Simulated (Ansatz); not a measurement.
# TaN: the cost of one run

All numbers are computed with Ansatz 0.2.0 through its Python package. The levels of theory stand in the script.

**1. Starting point**

Symmetry: Fm-3m, No. 225, cubic system. The conventional cell has a = 4.358 Å, b = 4.358 Å, c = 4.358 Å, α = 90.00°, β = 90.00°, γ = 90.00°. Ta (site symmetry m-3m) is surrounded by 6 N at 2.18 Å. N (site symmetry m-3m) has 6 Ta at 2.18 Å as nearest neighbours.

The script holds or builds the structure itself.

**2. The code**

lattice_tan.py reads:

```python
'''Relaxed cell of TaN under several functionals.'''

from dataclasses import dataclass
import logging
import sys

import ansatz
import numpy as np

logging.basicConfig(stream=sys.stdout, format='[%(levelname)s] %(message)s')
logger = logging.getLogger('run')
logger.setLevel(logging.INFO)


@dataclass(frozen=True)
class RunConfig:
    kspacing: float = 0.24
    sigma: float = 0.05
    fmax: float = 0.03


opts = RunConfig()

def edges_and_angles(cell):
    cell = np.asarray(cell)
    a, b, c = np.linalg.norm(cell, axis=1)
    cosines = cell[1] @ cell[2] / (b * c), cell[0] @ cell[2] / (a * c), cell[0] @ cell[1] / (a * b)
    return (a, b, c, *np.degrees(np.arccos(cosines)))

xtal = (
    ansatz.Lattice.of((0.0, 2.179, 2.179), (2.179, 0.0, 2.179), (2.179, 2.179, 0.0))
    .atom('Ta', (0.5, 0.5, 0.5))
    .atom('N', (0.0, 0.0, 0.0))
)

setup = (
    xtal.calculation()
    .basis(39 * ansatz.Ry)
    .kpoints(spacing=opts.kspacing)  # sampling of the Brillouin zone
    .occupations(ansatz.OccupationsMethod.FERMI_DIRAC, width=opts.sigma)
    .relax(cell=True, force_tolerance=opts.fmax)
)

levels = [('pbe', 'd3bj'), ('r2scan', 'rvv10'), ('rpbe', 'none')]
logger.info('level            a       b       c    alpha   beta  gamma  V/atom  steps')
for name, dispersion in levels:
    seen = []
    run = setup.functional(name, dispersion=dispersion).session().plan()
    result = run.execute(on_event=lambda e: seen.append(e) if e['event'] == 'relax_step' else None)
    cell = result.lattice.cell_ang
    label = name if dispersion == 'none' else f'{name}+{dispersion}'
    print('{:13s} {:7.4f} {:7.4f} {:7.4f} {:6.2f} {:6.2f} {:6.2f}'.format(label, *edges_and_angles(cell)), f'{abs(np.linalg.det(cell)) / len(result.lattice.sites):7.3f} {len(seen):5d}')
```

**3. The input behind the calls**

The package turns the script's settings into the engine's input (first run):

```yaml
crystal:
  lattice:
    - [0.0, 2.179, 2.179]
    - [2.179, 0.0, 2.179]
    - [2.179, 2.179, 0.0]
  atoms:
    - { symbol: Ta, position: [0.5, 0.5, 0.5] }
    - { symbol: "N", position: [0.0, 0.0, 0.0] }
basis:
  ecutwfc: 530.622031796766
kpoints:
  mp_grid:
    kspacing: 0.24
hamiltonian:
  xc: pbe
  dispersion: d3bj
scf:
  occupations:
    method: fermi_dirac
    width: 0.05
relax:
  f_tol: 0.03
  cell: {}
```

**4. Running it**

Run with:

```console
$ python lattice_tan.py
```

**Question.** How long does this script take on 1 thread of Arm Neoverse V1, shared host, and how much memory does it need?

About 32 s, with a peak of 0.51 GiB.
